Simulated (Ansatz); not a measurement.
# Tungsten, hcp: r²SCAN0 after r²SCAN

Aim: see what exact exchange does to the levels, and what it costs. Spin polarisation is left out. The geometry was relaxed under r²SCAN beforehand and is kept. Exact exchange is dear, so the k-mesh is coarse, and r²SCAN is run on the same mesh for comparison.

Method: DFT, plane waves (500 eV) with PBE-made PAW files, scalar-relativistic; functionals as named at each step, in Ansatz 0.2.0.

### Step 1. Starting point

Symmetry: P6_3/mmc, No. 194, hexagonal system. Conventional cell: a = 2.757 Å, b = 2.757 Å, c = 4.956 Å, α = 90.00°, β = 90.00°, γ = 120.00°. W (site symmetry -6m2) is surrounded by 12 W at 2.76 to 2.94 Å.

As a file:

```xyz
2
Lattice="2.7566 0.0000 0.0000 -1.3783 2.3873 0.0000 0.0000 0.0000 4.9555" Properties=species:S:1:pos:R:3 pbc="T T T"
W     0.0000    1.5915    1.2389
W     1.3783    0.7958    3.7166
```

### Step 2. r²SCAN, coarse mesh

The run with r²SCAN.

Input file input.yaml:

```yaml
crystal:
  lattice:
    - [2.7565853102, 0.0, 0.0]
    - [-1.3782926551, 2.3872729063, 0.0]
    - [0.0, 0.0, 4.9555014514]
  atoms:
    - { symbol: W, position: [0.3333333333, 0.6666666667, 0.25] }
    - { symbol: W, position: [0.6666666667, 0.3333333333, 0.75] }
hamiltonian:
  xc: r2scan
  pseudopotentials:
    kind: paw
    azcp:
      W: "pseudopotentials/W.paw.azcp"
basis:
  ecutwfc: 500
  fft_grid_basis: typed
kpoints:
  mp_grid: { grid: [7, 7, 4], shift: [0, 0, 0] }
magnetization:
  spin_polarized: false
scf:
  occupations: { method: fermi_dirac, width: 0.1 }
output:
  write_density: true
  write_potential: true
  elf: true
  volumetric_format: npy
```

Started as:

```console
ansatz run input.yaml --threads 4 --pin off --max-ram 8192MiB --backend cpu --events-out ev --progress --plain --runs-dir out
```

### Step 3. r²SCAN0, coarse mesh

The run with r²SCAN0.

input.yaml, as its differences from that of step 2:

```diff
@@ -9,3 +9,3 @@
 hamiltonian:
-  xc: r2scan
+  xc: r2scan0
   pseudopotentials:
```

(Steps that only read results are left out.)

What does the calculation give? Wanted: r²SCAN: gap; r²SCAN0: gap; r²SCAN0: relative to bcc.

The runs gave:

| quantity | value |
| --- | --- |
| r²SCAN: gap | none (levels filled in part) |
| r²SCAN0: gap | none (levels filled in part) |
| r²SCAN0: SCF cycles, exchange loops | 27, 5 |
| r²SCAN0: CPU time over that of r²SCAN | 15 |
| r²SCAN0: relative to bcc | +711 meV/atom |

**Reading.** Both r²SCAN and r²SCAN0 leave levels filled in part. r²SCAN0 cost 15 times the CPU time of r²SCAN. r²SCAN0 needed 5 outer loops of the exchange operator. The dense-mesh value adds +5.7 meV/atom, the change that r²SCAN shows between the coarse mesh and its own dense run (not shown). Under r²SCAN0 it lies 711 meV/atom above bcc (computed apart in the same way); on such meshes a few tens of meV are uncertain for metals. Absolute energies differ from functional to functional, by eV per atom at times, and say nothing by themselves.
